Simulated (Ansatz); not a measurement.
# BAs+ (quartet): from Hartree-Fock to the top rungs at distance B1–As2 = 5.234 Å, cc-pVDZ

How much of the correlation energy of BAs+ (quartet) does each wave-function method recover here?

Method: cc-pVDZ, core rule «outside noble gas», up to 15 orbitals frozen; program: Ansatz 0.2.0, Gaussian basis.

The runs, in order: UHF; CCSD(T) on ROHF; CCSD(T) on UHF; BCCD(T) on ROHF; CISD; CCSDT(Q) on ROHF; CCSDT(Q) on UHF; CASSCF and MRCISD+Q, 5 electrons in 5 orbitals; CASSCF and NEVPT2, 5 electrons in 5 orbitals; CASSCF and MRCISD+Q, 7 electrons in 8 orbitals; CASSCF and NEVPT2, 7 electrons in 8 orbitals; Full CI.

19 further runs of the same task are left out: 14 that didn't finish, 5 set aside as unsound or not needed.

### Step 1. What is computed

The geometry derives from a PBE0/def2-TZVP stationary point (not a proven minimum). One bond is set to the value named and the two fragments are kept rigid. No spin-orbit coupling is included. The filled d shell of As may be among the frozen orbitals whatever the setting's name suggests; the logs give the count.

2 atoms, charge 1, spin multiplicity 4.

Atoms are counted from 1 here; the program's logs count them from 0.

No contacts short enough for the rule that draws bonds.

### Step 2. UHF

File in.yaml:

```yaml
crystal:
  periodic: [false, false, false]
  atoms:
    - {symbol: B, position_ang: [0.000000, 0.000000, 0.000000]}
    - {symbol: As, position_ang: [0.000000, 0.000000, 5.234000]}
basis:
  gaussian: {orbitals: cc-pVDZ}
total_charge: 1
magnetization: {spin_polarized: true, initial_magnetization: 3}
hamiltonian: {xc: hf}
output: {orbitals: {seedname: orbitals}}
```

Started as:

```bash
ansatz run in.yaml --threads 1 --pin off --events-out ev --progress --plain --max-ram 2393MiB
```

The runs that follow: CCSD(T) on ROHF; CCSD(T) on UHF; BCCD(T) on ROHF; CISD; CCSDT(Q) on ROHF; CCSDT(Q) on UHF; CASSCF and MRCISD+Q, 5 electrons in 5 orbitals; CASSCF and NEVPT2, 5 electrons in 5 orbitals; CASSCF and MRCISD+Q, 7 electrons in 8 orbitals; CASSCF and NEVPT2, 7 electrons in 8 orbitals; Full CI.

Q: Predict the results of all the runs planned. Wanted: FCI from the RHF energy; RMP2 from FCI; UMP2 from FCI; RCCSD from FCI; RCCSD(T) from FCI; UCCSD(T) from FCI; RCCSDT(Q) from FCI; UCCSDT(Q) from FCI; NEVPT2 pair from FCI.

**Answer**, as computed:

| quantity | value |
| --- | --- |
| FCI from the ROHF energy | -3.5181 eV |
| RMP2 from FCI | +26.21 kcal/mol |
| UMP2 from FCI | +25.87 kcal/mol |
| RCCSD from FCI | +0.65 kcal/mol |
| RCCSD(T) from FCI | +0.17 kcal/mol |
| UCCSD(T) from FCI | -0.20 kcal/mol |
| RCCSDT(Q) from FCI | +0.01 kcal/mol |
| UCCSDT(Q) from FCI | -0.36 kcal/mol |
| NEVPT2 pair from FCI | +23.05 kcal/mol |
| MRCISD+Q pair from FCI | -1.24 kcal/mol |
| NEVPT2 valence from FCI | +9.72 kcal/mol |
| levels within 1 kcal/mol (43 meV) | RCCSD, UCCSD, RCCSD(T), UCCSD(T), BCCD(T), RCCSDT, UCCSDT, RCCSDT(Q), UCCSDT(Q) |
| T1 diagnostic | 0.008 |
| effectively unpaired electrons | 3.13 |

**Reading.** RCCSD(T) misses by +0.17 kcal/mol, 0.2 % of the correlation energy. UCCSD(T), UCCSDT, UCCSDT(Q), MRCISD+Q pair, MRCISD+Q valence fall below full CI: unrestricted runs freeze a spin-polarised core, another one than full CI's, and coupled cluster isn't variational. One determinant dominates. Of the multireference levels listed MRCISD+Q valence comes nearest in total energy (-1.08 kcal/mol), which doesn't show that its space is the better one. These misses are within one basis, not against nature; the frozen cores of restricted and unrestricted runs differ, which can shift their rows.

Levels on UHF freeze UHF's core orbitals, full CI those of ROHF, so the U rows can settle a little off it for that reason alone.

With open shells the CI space here admits some triples and quadruples, so it is larger than plain CISD.
